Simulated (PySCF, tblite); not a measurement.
**C₇H₁₄P₂: geometry, infrared bands and NMR shifts**

What infrared bands and NMR shifts should C₇H₁₄P₂ (`CC#CP(CP)C(C)C`) show?

Programs: tblite 0.8.0 and PySCF 2.14.0, with density-fitted response routines of our own. Each step states its level of theory. These are calculated values for one molecule in the gas phase, unless marked as measured. Atoms are numbered from 0 throughout.

## 1. The starting structure

23 atoms, charge 0, multiplicity 1; geometry from: force field or distance geometry start.

Bonds of the start (Å): C0–C1 1.48, C1–C2 1.18, C2–P3 1.85, P3–C4 1.87, C4–P5 1.86, P3–C6 1.87, C6–C7 1.53, C6–C8 1.53, C0–H9 1.08, C0–H10 1.09, C0–H11 1.10, C4–H12 1.10, C4–H13 1.09, P5–H14 1.41, P5–H15 1.40, C6–H16 1.10, C7–H17 1.08, C7–H18 1.10, C7–H19 1.09, C8–H20 1.10, C8–H21 1.09, C8–H22 1.09.

## 2. Relaxing the molecule with GFN2-xTB

The job: settings as JSON, then the geometry in Å.

```
{"job": {"kind": "relax", "xc": "GFN2-xTB", "basis": "xTB"}, "charge": 0, "multiplicity": 1}
C      3.625600    -1.349900    -0.423600
C      2.327700    -0.644400    -0.463600
C      1.288800    -0.077600    -0.479400
P     -0.327600     0.821100    -0.536700
C     -0.166400     1.797700     1.047500
P      1.009000     3.237600     0.948100
C     -1.458600    -0.551000     0.050500
C     -2.862300    -0.017300     0.328800
C     -1.529900    -1.678900    -0.985000
H      4.086800    -1.335400    -1.404300
H      4.297100    -0.874900     0.286900
H      3.481400    -2.394200    -0.121200
H     -1.149200     2.218700     1.303600
H      0.144000     1.148800     1.864100
H      2.106600     2.529500     0.418200
H      0.564400     3.735300    -0.284200
H     -1.058100    -0.967100     0.989800
H     -2.876300     0.717700     1.126300
H     -3.533700    -0.831900     0.643700
H     -3.301200     0.443300    -0.560900
H     -1.916700    -1.305400    -1.944200
H     -0.556900    -2.130400    -1.162800
H     -2.199000    -2.464500    -0.631600
```

Started as:

```console
OMP_NUM_THREADS=1 python probes_run.py task.json out
```

This one command runs all jobs of the session in turn.

**Question.** This job is followed by: GFN2-xTB harmonic vibrations, gas phase; GIAO PBE0/pcSseg-1 NMR shielding, non-relativistic, gas phase. What will the session give for the following? strongest single infrared mode (GFN2-xTB); zero-point energy (GFN2-xTB); 13C shifts against TMS (PBE0/pcSseg-1, means over atoms taken as alike); 1H shifts against TMS (PBE0/pcSseg-1, means over atoms taken as alike); 31P shifts against H3PO4 (PBE0/pcSseg-1).

As calculated:

| quantity | value |
| --- | --- |
| strongest single infrared mode (GFN2-xTB) | 2320 cm⁻¹, 157 km/mol |
| zero-point energy (GFN2-xTB) | 115.5 kcal/mol |
| 13C shifts against TMS (PBE0/pcSseg-1, means over atoms taken as alike) | 110.7, 87.6, 40.2, 22.0, 17.7, 6.0 ppm |
| 1H shifts against TMS (PBE0/pcSseg-1, means over atoms taken as alike) | 2.93, 2.18, 1.80, 1.36, 1.20 ppm |
| 31P shifts against H3PO4 (PBE0/pcSseg-1) | -41.0, -177.0 ppm |

**Reading.** The optimisation took 61 steps and gained 0.184 eV; among the close pairs (by a distance rule), C2–P3 changed most, from 1.850 to 1.764 Å. The lowest mode is imaginary (25i cm⁻¹), so the xTB geometry is not a minimum. The strongest single mode, at 2320 cm⁻¹, moves mainly H14 and H15. Unscaled tight-binding wavenumbers are off by several per cent, some by more. Its intensities can rank the bands wrongly.
